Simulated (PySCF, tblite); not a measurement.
# C₄H₄N₂O₃− (doublet): geometry, infrared bands and EPR parameters

Aim: predict the infrared bands and EPR parameters of C₄H₄N₂O₃− (doublet) (`CO[C]1N=C(C=O)O[N-]1`).

The runs use tblite 0.8.0 and PySCF 2.14.0, with density-fitted response routines of our own; the level of theory stands in each step. All values are computed, except where a source is named. Atoms count from 0, in the outputs and in this text.

## 1. Starting geometry

13 atoms, charge -1, multiplicity 2; geometry from: force field or distance geometry start.

Bonds of the start (Å): C0–O1 1.39, O1–C2 1.39, C2–N3 1.47, N3–C4 1.30, C4–C5 1.46, C5–O6 1.27, C4–O7 1.38, O7–N8 1.40, N8–C2 1.45, C0–H9 1.10, C0–H10 1.11, C0–H11 1.13, C5–H12 1.08.

## 2. Relaxing the molecule with GFN2-xTB

The job: settings as JSON, then the geometry in Å.

```
{"job": {"kind": "relax", "xc": "GFN2-xTB", "basis": "xTB"}, "charge": -1, "multiplicity": 2}
C      2.332900     0.537800     0.070900
O      1.549400    -0.394200     0.751700
C      0.708200    -0.951800    -0.208000
N     -0.279000     0.032500    -0.664700
C     -1.388100    -0.240800    -0.044300
C     -2.640700     0.499300    -0.213800
O     -3.679500     0.154800     0.435100
O     -1.248800    -1.329700     0.794000
N     -0.118500    -2.010100     0.329100
H      2.497200     0.093600    -0.927400
H      3.281900     0.769400     0.602800
H      1.729800     1.483700    -0.087200
H     -2.749200     1.356000    -0.855800
```

Command:

```bash
$ OMP_NUM_THREADS=1 python probes_run.py task.json out
```

One launch serves the whole session: the jobs run in the order shown.

**Question.** This job is followed by: GFN2-xTB harmonic vibrations, gas phase; UKS B3LYP, pcH-1 on C H N O, non-relativistic, mean-field spin-orbit, GIAO. What will the session give for the following? strongest single infrared mode (GFN2-xTB); zero-point energy (GFN2-xTB); g(iso) (B3LYP); ⟨S²⟩; largest a(iso) (averaged by class).

As calculated:

```
                                 quantity                  value
strongest single infrared mode (GFN2-xTB)  1385 cm⁻¹, 308 km/mol
             zero-point energy (GFN2-xTB)          52.4 kcal/mol
                           g(iso) (B3LYP)                2.00506
                                     ⟨S²⟩     0.759 (exact 0.75)
       largest a(iso) (averaged by class)   17O on O6, -25.3 MHz
```

What this shows: Over 90 steps the energy fell by 3.459 eV; of the close pairs, C2–N3 changed most, 1.467 to 1.333 Å. All 33 modes are real, so the xTB geometry is a minimum. The strongest single mode, at 1385 cm⁻¹, has its largest shares on H10, H11, H9 and N3 (the list is cut at 4 atoms). GFN2-xTB is a fitted tight-binding method: band positions and strengths are rough. Its intensities can rank the bands wrongly. O6 carries the largest spin population, 0.31 e. The isotropic g lies 2.7 ppt above the free-electron value. These values are for one conformer; the search (at its own cheap level) found 1 more, at 0.06 kcal/mol, and measured spectra average over such forms.
